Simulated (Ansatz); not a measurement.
# HgSb3: the cost of one run

Program: Ansatz 0.2.0. Level of theory: DFT PBE, scalar-relativistic, plane waves, PAW. These are calculated values, not measurements.

**1. The structure to begin with**

Symmetry: I4/mmm, No. 139, tetragonal system. The conventional cell has a = 4.606 Å, b = 4.606 Å, c = 10.288 Å, α = 90.00°, β = 90.00°, γ = 90.00°. Hg (site symmetry 4/mmm) has 12 Sb at 3.26 to 3.45 Å as nearest neighbours. Around Sb (site symmetry 4/mmm) lie 4 Hg at 3.26 Å and 8 Sb at 3.45 Å. Sb (site symmetry -4m2) is surrounded by 8 Sb at 3.26 to 3.45 Å and 4 Hg at 3.45 Å.

Coordinates:

```cif
data_structure
_symmetry_space_group_name_H-M 'P 1'
_symmetry_Int_Tables_number 1
_cell_length_a 6.0885
_cell_length_b 6.0885
_cell_length_c 6.0885
_cell_angle_alpha 135.550
_cell_angle_beta 135.550
_cell_angle_gamma 64.676
_cell_volume 109.13
loop_
_atom_site_label
_atom_site_type_symbol
_atom_site_fract_x
_atom_site_fract_y
_atom_site_fract_z
_atom_site_occupancy
Hg1 Hg 0.00000 0.00000 0.00000 1
Sb1 Sb 0.50000 0.50000 0.00000 1
Sb2 Sb 0.25000 0.75000 0.50000 1
Sb3 Sb 0.75000 0.25000 0.50000 1
```

This is candidate A: TiAl3 (D0_22) type (I4/mmm, No. 139).

(A quick probe on a coarse mesh, which set the mesh and smearing, is not shown.)

**3. Full relaxation (candidate A)**

The input, input.yaml:

```yaml
crystal:
  lattice:
    - [-2.3029408575, 2.3029408575, 5.1442315258]
    - [2.3029408575, -2.3029408575, 5.1442315258]
    - [2.3029408575, 2.3029408575, -5.1442315258]
  atoms:
    - { symbol: Hg, position: [0.0, 0.0, 0.0] }
    - { symbol: Sb, position: [0.5, 0.5, 0.0] }
    - { symbol: Sb, position: [0.25, 0.75, 0.5] }
    - { symbol: Sb, position: [0.75, 0.25, 0.5] }
basis:
  ecutwfc: 420
kpoints:
  mp_grid: { grid: [14, 14, 14] }
hamiltonian:
  xc: pbe
scf:
  occupations: { method: gaussian, width: 0.1 }
output:
  forces: true
  stress: true
  eigenvalues: true
relax:
  adjacent_minimum: "off"
  f_tol: 0.01
  max_steps: 80
  cell: { stress_tol: 0.05 }
```

The run is started by

```console
$ ansatz run input.yaml --threads 1 --pin off --max-ram 2560MiB --backend cpu --events-out ev --progress --plain --runs-dir out
```

**Question.** How long does this run take on 1 thread of Arm Neoverse V1, shared host, and how much memory does it need?

About 15 min, with a peak of 0.94 GiB.
